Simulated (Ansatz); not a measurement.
**Cu: energy and stress against strain**

Aim: for Cu, strain the cell along the Voigt pattern (1, 1, 0, 0, 0, 0).

Program: Ansatz 0.2.0. Level of theory: DFT r2SCAN, scalar-relativistic, plane waves, PAW. These are calculated values, not measurements.

## 1. The system as given

Symmetry: I4/mmm, No. 139, tetragonal system. The conventional cell has a = 2.886 Å, b = 2.886 Å, c = 2.752 Å, α = 90.00°, β = 90.00°, γ = 90.00°. Cu (site symmetry 4/mmm) has 10 Cu at 2.46 to 2.75 Å in its first shell of neighbours.

As a file:

```
CELL_PARAMETERS angstrom
-1.44279 1.44279 1.37608
1.44279 -1.44279 1.37608
1.44279 1.44279 -1.37608
ATOMIC_POSITIONS crystal
Cu 0.00000 0.00000 0.00000
```

It goes back to an entry of the Materials Project, which need not be the stable form.

No relaxation comes first: the listed cell is the starting point.

## 2. Zero of energy

The reference gives a free energy of -6631.2032 eV, pressure 0.29 GPa, largest force 0.000 eV/Å and gap on the mesh none (metal). It was computed beforehand with the settings of the runs below.

## 3. The scan: energy and stress against strain

The cell is strained by ε times the Voigt pattern (1, 1, 0, 0, 0, 0) (xx, yy, zz, yz, xz, xy; engineering shear), with fractional coordinates fixed (clamped ions). The stress on the pattern is the sum of the stress components weighted by it, tension positive.

## 4. Point ε = -0.1000

File input.yaml:

```yaml
crystal:
  lattice:
    - [-1.298513988, 1.298513988, 1.37608145]
    - [1.298513988, -1.298513988, 1.37608145]
    - [1.298513988, 1.298513988, -1.37608145]
  atoms:
    - { symbol: Cu, position: [0.0, 0.0, 0.0] }
basis:
  ecutwfc: 500
kpoints:
  mp_grid: { grid: [24, 24, 24] }
hamiltonian:
  xc: r2scan
scf:
  occupations: { method: gaussian, width: 0.15 }
output:
  forces: true
  stress: true
  eigenvalues: true
```

The run is started by

```
ansatz run input.yaml --threads 1 --pin off --max-ram 2560MiB --backend cpu --events-out ev --progress --plain --runs-dir out
```

Standard output, cut to the lines that bear on the results:

```text
Warning: RAYON_NUM_THREADS=1 ignored (pool sized by the plan → 1); use --threads N
[...]
Pseudopotentials: kind: paw
Pseudopotential: Cu, paw, valence charge 19, recommended cutoff 500 eV (meta_gga), Cu.paw.azcp
Functional definition: r2SCAN
[...]
Crystal: 1 atoms, lattice volume = 9.281 Å³
Basis set: ecut = 500 eV, 233 PW (Γ), exchange–correlation on 72×72×72 points (64 copies of the dense FFT grid, shifted against one another)
Bands: 14, of which v1, the nominal top of the filled ones, is band 10 counted from 1 (9 counted from 0)
Symmetry: 16 space group operations
Space group: I4/mmm (ITA 139), of the structure as read, at distance tolerance 2.1e-5 Å
k-points: 1063 of 13824
[...]
SCF iter   1: F=—  HF=-6630.891152 eV  |F-HF|=—  |Δ(HF+E_count)|=         —  Δρ=3.70e-2  dr2=6.63e-2  dr2_τ=7.97e-4  ethr=1.77e-3  ⟨swp⟩=4.9  Hψ=76157  notcnv=0
[...]
SCF iter   6: F=-6630.881049 eV  HF=-6630.881049 eV  |F-HF|=9.88e-9  |Δ(HF+E_count)|=   1.40e-6  Δρ=2.56e-5  dr2=4.34e-8  dr2_τ=8.99e-10  ethr=5.26e-10  ⟨swp⟩=6.1  Hψ=68160  notcnv=0
[...]
SCF converged after 6 iterations
Free energy (F): -6630.881049 eV
[...]
E sigma→0 (E₀):  -6630.879542 eV
Entropy (-TS):   -0.003014 eV (-3.014 meV/atom)
Fermi energy:    22.498896 eV
[...]
--- Forces (eV/Å), atoms counted from 1 ---
  atom   1  Cu     0.00000000    -0.00000000     0.00000000
[...]
--- Stress (GPa, compression-positive) ---
       57.934285       0.000000       0.000000
        0.000000      57.934285       0.000000
        0.000000       0.000000      58.754779
  P = ⅓ Tr σ = 58.2078 GPa (582.078 kbar)
--- Band table (eV; the first three rows and the last of 1063) ---
  k-point 0: bands = ["-94.7358", "-50.4031", "-50.4031", "-50.3989", "10.6182", "18.2198", "18.2198", "18.5238", "19.5757", "19.8937", "49.9111", "51.3336", "51.3336", "55.8788"]
[...]
```

Wall time 24 s (1 thread of Intel Xeon Platinum 8259CL at 2.50GHz (Skylake/Cascade Lake), shared host); peak memory 0.53 GiB.

## 5. Point ε = 0.0750

input.yaml: that of step 4 with these lines changed.

```diff
@@ -2,5 +2,5 @@
   lattice:
-    - [-1.298513988, 1.298513988, 1.37608145]
-    - [1.298513988, -1.298513988, 1.37608145]
-    - [1.298513988, 1.298513988, -1.37608145]
+    - [-1.551002819, 1.551002819, 1.37608145]
+    - [1.551002819, -1.551002819, 1.37608145]
+    - [1.551002819, 1.551002819, -1.37608145]
   atoms:
```

The run is started by

```
ansatz run input.yaml --threads 1 --pin off --max-ram 2560MiB --backend cpu --events-out ev --progress --plain --runs-dir out
```

Standard output, cut to the lines that bear on the results:

```text
Warning: RAYON_NUM_THREADS=1 ignored (pool sized by the plan → 1); use --threads N
[...]
[... 3 set-up lines as earlier in the session ...]
[...]
Crystal: 1 atoms, lattice volume = 13.241 Å³
Basis set: ecut = 500 eV, 345 PW (Γ), exchange–correlation on 80×80×80 points (64 copies of the dense FFT grid, shifted against one another)
Bands: 14, of which v1, the nominal top of the filled ones, is band 10 counted from 1 (9 counted from 0)
[... 1 set-up line as earlier in the session ...]
Space group: I4/mmm (ITA 139), of the structure as read, at distance tolerance 2.4e-5 Å
k-points: 1063 of 13824
[...]
SCF iter   1: F=—  HF=-6631.124197 eV  |F-HF|=—  |Δ(HF+E_count)|=         —  Δρ=4.10e-2  dr2=1.25e-1  dr2_τ=1.14e-3  ethr=1.77e-3  ⟨swp⟩=5.0  Hψ=72457  notcnv=0
[...]
SCF iter   7: F=-6631.102192 eV  HF=-6631.102192 eV  |F-HF|=1.95e-9  |Δ(HF+E_count)|=   5.79e-8  Δρ=4.51e-6  dr2=1.64e-9  dr2_τ=5.21e-11  ethr=5.26e-10  ⟨swp⟩=5.9  Hψ=63759  notcnv=0
[...]
SCF converged after 7 iterations
Free energy (F): -6631.102192 eV
[...]
E sigma→0 (E₀):  -6631.099843 eV
Entropy (-TS):   -0.004697 eV (-4.697 meV/atom)
Fermi energy:    14.261975 eV
[...]
--- Forces (eV/Å), atoms counted from 1 ---
  atom   1  Cu    -0.00000000     0.00000000     0.00000000
[...]
--- Stress (GPa, compression-positive) ---
      -15.778633       0.000000       0.000000
        0.000000     -15.778633       0.000000
       -0.000000      -0.000000     -15.390608
  P = ⅓ Tr σ = -15.6493 GPa (-156.493 kbar)
--- Band table (eV; the first three rows and the last of 1063) ---
  k-point 0: bands = ["-101.9085", "-57.7011", "-57.6911", "-57.6911", "5.4069", "11.1678", "11.5828", "11.5828", "11.9903", "12.4257", "37.2319", "37.2320", "40.5643", "41.2371"]
[...]
```

It took 31 s on 1 thread of Intel Xeon Platinum 8259CL at 2.50GHz (Skylake/Cascade Lake), shared host; peak memory 0.59 GiB.

## 6. Point ε = -0.0500

input.yaml: that of step 5 with these lines changed.

```diff
@@ -2,5 +2,5 @@
   lattice:
-    - [-1.551002819, 1.551002819, 1.37608145]
-    - [1.551002819, -1.551002819, 1.37608145]
-    - [1.551002819, 1.551002819, -1.37608145]
+    - [-1.370653654, 1.370653654, 1.37608145]
+    - [1.370653654, -1.370653654, 1.37608145]
+    - [1.370653654, 1.370653654, -1.37608145]
   atoms:
```

The run is started by

```
ansatz run input.yaml --threads 1 --pin off --max-ram 2560MiB --backend cpu --events-out ev --progress --plain --runs-dir out
```

Standard output, cut to the lines that bear on the results:

```text
[...]
SCF converged after 6 iterations
Free energy (F): -6631.133814 eV
[...]
E sigma→0 (E₀):  -6631.131929 eV
Entropy (-TS):   -0.003769 eV (-3.769 meV/atom)
Fermi energy:    19.640376 eV
[...]
--- Forces (eV/Å), atoms counted from 1 ---
  atom   1  Cu     0.00000000     0.00000000     0.00000000
[...]
--- Stress (GPa, compression-positive) ---
       21.785727      -0.000000      -0.000000
       -0.000000      21.785727      -0.000000
       -0.000000      -0.000000      21.770612
  P = ⅓ Tr σ = 21.7807 GPa (217.807 kbar)
--- Band table (eV; the first three rows and the last of 1063) ---
  k-point 0: bands = ["-97.1998", "-52.9167", "-52.9167", "-52.9165", "8.7792", "15.9418", "15.9418", "15.9603", "17.1754", "17.1946", "46.9368", "47.0378", "47.0378", "51.7360"]
[...]
```

Wall time 24 s (1 thread of Intel Xeon Platinum 8259CL at 2.50GHz (Skylake/Cascade Lake), shared host); peak memory 0.54 GiB.

## 7. At ε = 0.0250

input.yaml: that of step 6 with these lines changed.

```diff
@@ -2,5 +2,5 @@
   lattice:
-    - [-1.370653654, 1.370653654, 1.37608145]
-    - [1.370653654, -1.370653654, 1.37608145]
-    - [1.370653654, 1.370653654, -1.37608145]
+    - [-1.478863153, 1.478863153, 1.37608145]
+    - [1.478863153, -1.478863153, 1.37608145]
+    - [1.478863153, 1.478863153, -1.37608145]
   atoms:
```

The run is started by

```
ansatz run input.yaml --threads 1 --pin off --max-ram 2560MiB --backend cpu --events-out ev --progress --plain --runs-dir out
```

Standard output, cut to the lines that bear on the results:

```text
Warning: RAYON_NUM_THREADS=1 ignored (pool sized by the plan → 1); use --threads N
[...]
[... 3 set-up lines as earlier in the session ...]
[...]
Crystal: 1 atoms, lattice volume = 12.038 Å³
Basis set: ecut = 500 eV, 313 PW (Γ), exchange–correlation on 80×80×80 points (64 copies of the dense FFT grid, shifted against one another)
Bands: 14, of which v1, the nominal top of the filled ones, is band 10 counted from 1 (9 counted from 0)
[... 1 set-up line as earlier in the session ...]
Space group: I4/mmm (ITA 139), of the structure as read, at distance tolerance 2.3e-5 Å
k-points: 1063 of 13824
[...]
SCF iter   1: F=—  HF=-6631.210391 eV  |F-HF|=—  |Δ(HF+E_count)|=         —  Δρ=4.02e-2  dr2=1.07e-1  dr2_τ=8.74e-4  ethr=1.77e-3  ⟨swp⟩=5.0  Hψ=73273  notcnv=0
[...]
SCF iter   6: F=-6631.190813 eV  HF=-6631.190813 eV  |F-HF|=4.61e-9  |Δ(HF+E_count)|=   3.58e-6  Δρ=9.51e-6  dr2=6.75e-9  dr2_τ=1.18e-9  ethr=5.26e-10  ⟨swp⟩=4.7  Hψ=71211  notcnv=0
[...]
SCF converged after 6 iterations
Free energy (F): -6631.190813 eV
[...]
E sigma→0 (E₀):  -6631.188635 eV
Entropy (-TS):   -0.004356 eV (-4.356 meV/atom)
Fermi energy:    16.156217 eV
[...]
--- Forces (eV/Å), atoms counted from 1 ---
  atom   1  Cu    -0.00000000    -0.00000000     0.00000000
[...]
--- Stress (GPa, compression-positive) ---
       -6.761951       0.000000       0.000000
        0.000000      -6.761951       0.000000
       -0.000000       0.000000      -6.555783
  P = ⅓ Tr σ = -6.6932 GPa (-66.932 kbar)
--- Band table (eV; the first three rows and the last of 1063) ---
  k-point 0: bands = ["-100.2361", "-56.0043", "-55.9991", "-55.9991", "6.5824", "12.8547", "13.1363", "13.1363", "13.8441", "14.1377", "41.1013", "41.1013", "43.2671", "44.9936"]
[...]
```

Run time: 30 s. Hardware: 1 thread of Intel Xeon Platinum 8259CL at 2.50GHz (Skylake/Cascade Lake), shared host; peak memory 0.58 GiB.

## 8. At ε = 0.1000

input.yaml: that of step 7 with these lines changed.

```diff
@@ -2,5 +2,5 @@
   lattice:
-    - [-1.478863153, 1.478863153, 1.37608145]
-    - [1.478863153, -1.478863153, 1.37608145]
-    - [1.478863153, 1.478863153, -1.37608145]
+    - [-1.587072652, 1.587072652, 1.37608145]
+    - [1.587072652, -1.587072652, 1.37608145]
+    - [1.587072652, 1.587072652, -1.37608145]
   atoms:
```

The run is started by

```
ansatz run input.yaml --threads 1 --pin off --max-ram 2560MiB --backend cpu --events-out ev --progress --plain --runs-dir out
```

Standard output, cut to the lines that bear on the results:

```text
[...]
SCF converged after 7 iterations
Free energy (F): -6631.035345 eV
[...]
E sigma→0 (E₀):  -6631.033222 eV
Entropy (-TS):   -0.004245 eV (-4.245 meV/atom)
Fermi energy:    13.417035 eV
[...]
--- Forces (eV/Å), atoms counted from 1 ---
  atom   1  Cu     0.00000000     0.00000000     0.00000000
[...]
--- Stress (GPa, compression-positive) ---
      -18.445912       0.000000       0.000000
        0.000000     -18.445912       0.000000
        0.000000       0.000000     -18.099155
  P = ⅓ Tr σ = -18.3303 GPa (-183.303 kbar)
--- Band table (eV; the first three rows and the last of 1063) ---
  k-point 0: bands = ["-102.6587", "-58.4617", "-58.4486", "-58.4486", "4.8886", "10.4168", "10.8825", "10.8825", "11.1580", "11.6493", "35.3739", "35.3739", "38.5412", "39.4652"]
[...]
```

Wall time 39 s (1 thread of Intel Xeon Platinum 8259CL at 2.50GHz (Skylake/Cascade Lake), shared host); peak memory 0.59 GiB.

## 9. At ε = -0.0750

input.yaml: that of step 8 with these lines changed.

```diff
@@ -2,5 +2,5 @@
   lattice:
-    - [-1.587072652, 1.587072652, 1.37608145]
-    - [1.587072652, -1.587072652, 1.37608145]
-    - [1.587072652, 1.587072652, -1.37608145]
+    - [-1.334583821, 1.334583821, 1.37608145]
+    - [1.334583821, -1.334583821, 1.37608145]
+    - [1.334583821, 1.334583821, -1.37608145]
   atoms:
```

The run is started by

```
ansatz run input.yaml --threads 1 --pin off --max-ram 2560MiB --backend cpu --events-out ev --progress --plain --runs-dir out
```

Standard output, cut to the lines that bear on the results:

```text
[...]
SCF converged after 6 iterations
Free energy (F): -6631.035432 eV
[...]
E sigma→0 (E₀):  -6631.033757 eV
Entropy (-TS):   -0.003350 eV (-3.350 meV/atom)
Fermi energy:    21.006838 eV
[...]
--- Forces (eV/Å), atoms counted from 1 ---
  atom   1  Cu    -0.00000000    -0.00000000     0.00000000
[...]
--- Stress (GPa, compression-positive) ---
       37.632453       0.000000       0.000000
        0.000000      37.632453       0.000000
        0.000000       0.000000      37.798404
  P = ⅓ Tr σ = 37.6878 GPa (376.878 kbar)
--- Band table (eV; the first three rows and the last of 1063) ---
  k-point 0: bands = ["-96.0169", "-51.7115", "-51.7115", "-51.7095", "9.6557", "17.0342", "17.0342", "17.1858", "18.3346", "18.4926", "48.3642", "49.1255", "49.1255", "53.7100"]
[...]
```

It took 22 s on 1 thread of Intel Xeon Platinum 8259CL at 2.50GHz (Skylake/Cascade Lake), shared host; peak memory 0.54 GiB.

## 10. At ε = 0.0500

input.yaml: that of step 9 with these lines changed.

```diff
@@ -2,5 +2,5 @@
   lattice:
-    - [-1.334583821, 1.334583821, 1.37608145]
-    - [1.334583821, -1.334583821, 1.37608145]
-    - [1.334583821, 1.334583821, -1.37608145]
+    - [-1.514932986, 1.514932986, 1.37608145]
+    - [1.514932986, -1.514932986, 1.37608145]
+    - [1.514932986, 1.514932986, -1.37608145]
   atoms:
```

The run is started by

```
ansatz run input.yaml --threads 1 --pin off --max-ram 2560MiB --backend cpu --events-out ev --progress --plain --runs-dir out
```

Standard output, cut to the lines that bear on the results:

```text
[...]
SCF converged after 7 iterations
Free energy (F): -6631.155437 eV
[...]
E sigma→0 (E₀):  -6631.153162 eV
Entropy (-TS):   -0.004551 eV (-4.551 meV/atom)
Fermi energy:    15.170251 eV
[...]
--- Forces (eV/Å), atoms counted from 1 ---
  atom   1  Cu    -0.00000000    -0.00000000     0.00000000
[...]
--- Stress (GPa, compression-positive) ---
      -12.015513       0.000000      -0.000000
        0.000000     -12.015513      -0.000000
        0.000000       0.000000     -11.621805
  P = ⅓ Tr σ = -11.8843 GPa (-118.843 kbar)
--- Band table (eV; the first three rows and the last of 1063) ---
  k-point 0: bands = ["-101.1037", "-56.8846", "-56.8774", "-56.8774", "5.9697", "11.9775", "12.3318", "12.3318", "12.8832", "13.2529", "39.1504", "39.1504", "42.2159", "42.7370"]
[...]
```

Wall time 27 s (1 thread of Intel Xeon Platinum 8259CL at 2.50GHz (Skylake/Cascade Lake), shared host); peak memory 0.58 GiB.

## 11. Point ε = -0.0250

input.yaml: that of step 10 with these lines changed.

```diff
@@ -2,5 +2,5 @@
   lattice:
-    - [-1.514932986, 1.514932986, 1.37608145]
-    - [1.514932986, -1.514932986, 1.37608145]
-    - [1.514932986, 1.514932986, -1.37608145]
+    - [-1.406723487, 1.406723487, 1.37608145]
+    - [1.406723487, -1.406723487, 1.37608145]
+    - [1.406723487, 1.406723487, -1.37608145]
   atoms:
```

The run is started by

```
ansatz run input.yaml --threads 1 --pin off --max-ram 2560MiB --backend cpu --events-out ev --progress --plain --runs-dir out
```

Standard output, cut to the lines that bear on the results:

```text
[...]
SCF converged after 7 iterations
Free energy (F): -6631.186683 eV
[...]
E sigma→0 (E₀):  -6631.184651 eV
Entropy (-TS):   -0.004063 eV (-4.063 meV/atom)
Fermi energy:    18.379836 eV
[...]
--- Forces (eV/Å), atoms counted from 1 ---
  atom   1  Cu     0.00000000    -0.00000000     0.00000000
[...]
--- Stress (GPa, compression-positive) ---
        9.539919       0.000000       0.000000
        0.000000       9.539919       0.000000
       -0.000000      -0.000000       9.618961
  P = ⅓ Tr σ = 9.5663 GPa (95.663 kbar)
--- Band table (eV; the first three rows and the last of 1063) ---
  k-point 0: bands = ["-98.2927", "-54.0293", "-54.0280", "-54.0280", "7.9800", "14.8360", "14.9331", "14.9331", "15.9917", "16.0924", "45.0303", "45.0303", "45.6181", "49.4611"]
[...]
```

It took 25 s on 1 thread of Intel Xeon Platinum 8259CL at 2.50GHz (Skylake/Cascade Lake), shared host; peak memory 0.55 GiB.

## 12. ε = 0.0875

input.yaml: that of step 11 with these lines changed.

```diff
@@ -2,5 +2,5 @@
   lattice:
-    - [-1.406723487, 1.406723487, 1.37608145]
-    - [1.406723487, -1.406723487, 1.37608145]
-    - [1.406723487, 1.406723487, -1.37608145]
+    - [-1.5690377355, 1.5690377355, 1.37608145]
+    - [1.5690377355, -1.5690377355, 1.37608145]
+    - [1.5690377355, 1.5690377355, -1.37608145]
   atoms:
```

The run is started by

```
ansatz run input.yaml --threads 1 --pin off --max-ram 2560MiB --backend cpu --events-out ev --progress --plain --runs-dir out
```

Standard output, cut to the lines that bear on the results:

```text
Warning: RAYON_NUM_THREADS=1 ignored (pool sized by the plan → 1); use --threads N
[...]
[... 3 set-up lines as earlier in the session ...]
[...]
Crystal: 1 atoms, lattice volume = 13.551 Å³
Basis set: ecut = 500 eV, 349 PW (Γ), exchange–correlation on 80×80×80 points (64 copies of the dense FFT grid, shifted against one another)
Bands: 14, of which v1, the nominal top of the filled ones, is band 10 counted from 1 (9 counted from 0)
[... 2 set-up lines as earlier in the session ...]
k-points: 1063 of 13824
[...]
SCF iter   1: F=—  HF=-6631.092710 eV  |F-HF|=—  |Δ(HF+E_count)|=         —  Δρ=4.10e-2  dr2=1.29e-1  dr2_τ=1.20e-3  ethr=1.77e-3  ⟨swp⟩=5.0  Hψ=72103  notcnv=0
[...]
SCF iter   7: F=-6631.070253 eV  HF=-6631.070253 eV  |F-HF|=3.32e-9  |Δ(HF+E_count)|=   6.59e-8  Δρ=5.89e-6  dr2=2.84e-9  dr2_τ=6.23e-11  ethr=5.26e-10  ⟨swp⟩=5.9  Hψ=64028  notcnv=0
[...]
SCF converged after 7 iterations
Free energy (F): -6631.070253 eV
[...]
E sigma→0 (E₀):  -6631.067978 eV
Entropy (-TS):   -0.004551 eV (-4.551 meV/atom)
Fermi energy:    13.832699 eV
[...]
--- Forces (eV/Å), atoms counted from 1 ---
  atom   1  Cu     0.00000000     0.00000000    -0.00000000
[...]
--- Stress (GPa, compression-positive) ---
      -17.221456       0.000000       0.000000
        0.000000     -17.221456       0.000000
        0.000000       0.000000     -16.878422
  P = ⅓ Tr σ = -17.1071 GPa (-171.071 kbar)
--- Band table (eV; the first three rows and the last of 1063) ---
  k-point 0: bands = ["-102.2900", "-58.0880", "-58.0763", "-58.0763", "5.1425", "10.7855", "11.2270", "11.2270", "11.5670", "12.0316", "36.2939", "36.2939", "39.5349", "40.3508"]
[...]
```

Run time: 35 s. Hardware: 1 thread of Intel Xeon Platinum 8259CL at 2.50GHz (Skylake/Cascade Lake), shared host; peak memory 0.58 GiB.

## 13. The scan collected

Collected from the runs (energy zero: the undisturbed cell):

```
      ε  ΔE (meV/atom)  stress on the pattern (GPa)  pressure (GPa)
-0.1000          322.1                      -115.87            58.2
-0.0750          167.8                       -75.26            37.7
-0.0500           69.4                       -43.57            21.8
-0.0250           16.5                       -19.08             9.6
 0.0000            0.0                        -0.55             0.3
 0.0250           12.4                        13.52            -6.7
 0.0500           47.8                        24.03           -11.9
 0.0750          101.0                        31.56           -15.6
 0.0875          132.9                        34.44           -17.1
 0.1000          167.8                        36.89           -18.3
```

## 14. Summary of results

| quantity | value |
| --- | --- |
| slope of the stress at ε = 0, over ±0.0250 | 652 GPa |

In words: The slope of the stress at zero strain, 652 GPa, estimates C11 + C22 + 2 C12 with clamped ions in this Cartesian frame. No sampled point lies below the undisturbed cell. Compression costs more than tension: 322.1 against 167.8 meV/atom at the ends.
